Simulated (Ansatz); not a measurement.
# C2H7BO2Se: up Jacob's ladder to CCSD(T)

An exercise on one series of results from a longer session: the logs are not shown, and one member is left open.

Method: functionals in def2-TZVPP, the program's frozen cores in correlated methods; program: Ansatz 0.2.0, Gaussian basis.

The runs, in order: PBE-D4, r2SCAN-D4, PBE0-D4, B3LYP-D4, ωB97X-V, ωB97M-V, B2PLYP; CCSD(T)/def2-TZVPP; MP2/def2-QZVPP; extrapolation to the limit.

### Structure used throughout

An earlier PBE0-D4 in a triple-zeta def2 set relaxation fixed the geometry.

13 atoms, charge 0, spin multiplicity 1.

Atoms are counted from 1 here; the program's logs count them from 0.

Bond lengths: C1–C2 1.511 Å, C1–H7 1.092 Å, C1–H8 1.095 Å, C1–H9 1.091 Å, C2–Se3 1.963 Å, C2–H10 1.089 Å, C2–H11 1.091 Å, Se3–B4 1.959 Å, B4–O5 1.359 Å, B4–O6 1.365 Å, O5–H12 0.962 Å, O6–H13 0.959 Å. Angles: C2–C1–H7 111.4°, C2–C1–H8 110.1°, C2–C1–H9 110.8°, H7–C1–H8 108.1°, H7–C1–H9 108.3°, H8–C1–H9 108.0°, C1–C2–Se3 113.3°, C1–C2–H10 111.9°, C1–C2–H11 111.8°, Se3–C2–H10 106.6°, Se3–C2–H11 104.4°, H10–C2–H11 108.4°, C2–Se3–B4 99.0°, Se3–B4–O5 119.6°, Se3–B4–O6 121.5°, O5–B4–O6 118.9°, B4–O5–H12 111.6°, B4–O6–H13 114.7°.

As a file:

```csv
atom,x (Å),y (Å),z (Å)
C1,1.5402,-0.8237,-0.7687
C2,1.2386,0.6037,-0.3740
Se3,-0.5669,1.1844,-0.8798
B4,-1.5792,0.3241,0.5595
O5,-0.9180,-0.3653,1.5262
O6,-2.9403,0.4071,0.6217
H7,1.4259,-0.9713,-1.8442
H8,2.5696,-1.0793,-0.4974
H9,0.8736,-1.5174,-0.2549
H10,1.3247,0.7548,0.7007
H11,1.9007,1.3114,-0.8744
H12,-1.5242,-0.7303,2.1785
H13,-3.3447,0.9019,-0.0930
```

Set-up of the first run:

in.yaml

```yaml
crystal:
  periodic: [false, false, false]
  atoms:
    - {symbol: C, position_ang: [1.540237, -0.823684, -0.768732]}
    - {symbol: C, position_ang: [1.238583, 0.603704, -0.374046]}
    - {symbol: Se, position_ang: [-0.566914, 1.184412, -0.879827]}
    - {symbol: B, position_ang: [-1.579246, 0.324057, 0.559453]}
    - {symbol: O, position_ang: [-0.917955, -0.365346, 1.526240]}
    - {symbol: O, position_ang: [-2.940258, 0.407119, 0.621670]}
    - {symbol: H, position_ang: [1.425889, -0.971289, -1.844228]}
    - {symbol: H, position_ang: [2.569595, -1.079307, -0.497351]}
    - {symbol: H, position_ang: [0.873601, -1.517427, -0.254908]}
    - {symbol: H, position_ang: [1.324669, 0.754806, 0.700748]}
    - {symbol: H, position_ang: [1.900696, 1.311363, -0.874437]}
    - {symbol: H, position_ang: [-1.524232, -0.730335, 2.178468]}
    - {symbol: H, position_ang: [-3.344666, 0.901928, -0.093041]}
basis:
  gaussian: {orbitals: def2-TZVPP}
hamiltonian: {xc: pbe, dispersion: d4}
output: {forces: true, orbitals: {seedname: orbitals}}
```

Launch:

```sh
$ ansatz run in.yaml --threads 2 --pin off --events-out ev --progress --plain --max-ram 22528MiB --backend cuda --devices 0, --max-vram 18GiB
```

Among the steps run: PBE-D4 (GGA); r2SCAN-D4 (meta-GGA); PBE0-D4 (hybrid); B3LYP-D4 (hybrid); ωB97X-V (range-separated); ωB97M-V (range-separated); B2PLYP (double hybrid); CCSD(T) in def2-TZVPP; MP2 in def2-QZVPP.

One of the session's tables, all rows but one given; the rest of the session is left out.

| method | atomisation energy (eV) |
| --- | --- |
| PBE-D4 | 54.872 |
| r2SCAN-D4 | 53.956 |
| PBE0-D4 | ? |
| B3LYP-D4 | 53.583 |
| ωB97X-V | 53.672 |
| ωB97M-V | 53.763 |
| B2PLYP | 53.127 |
| HF/def2-TZVPP | 39.171 |
| MP2/def2-TZVPP | 53.591 |
| CCSD/def2-TZVPP | 51.576 |
| CCSD(T)/def2-TZVPP | 52.406 |
| MP2/CBS | 54.938 |
| CCSD(T)/CBS | 53.752 |

Estimate the missing values for PBE0-D4.

The run gave: atomisation energy (eV): 53.819. In the column «atomisation energy (eV)» it lies between ωB97M-V (53.763) and r2SCAN-D4 (53.956).

Caveats from the session: Free atoms (2 C, 1 Se, 1 B, 2 O, 7 H) were run apart at each level; the atomisation energy is their sum less the molecule, without zero-point or spin-orbit terms.
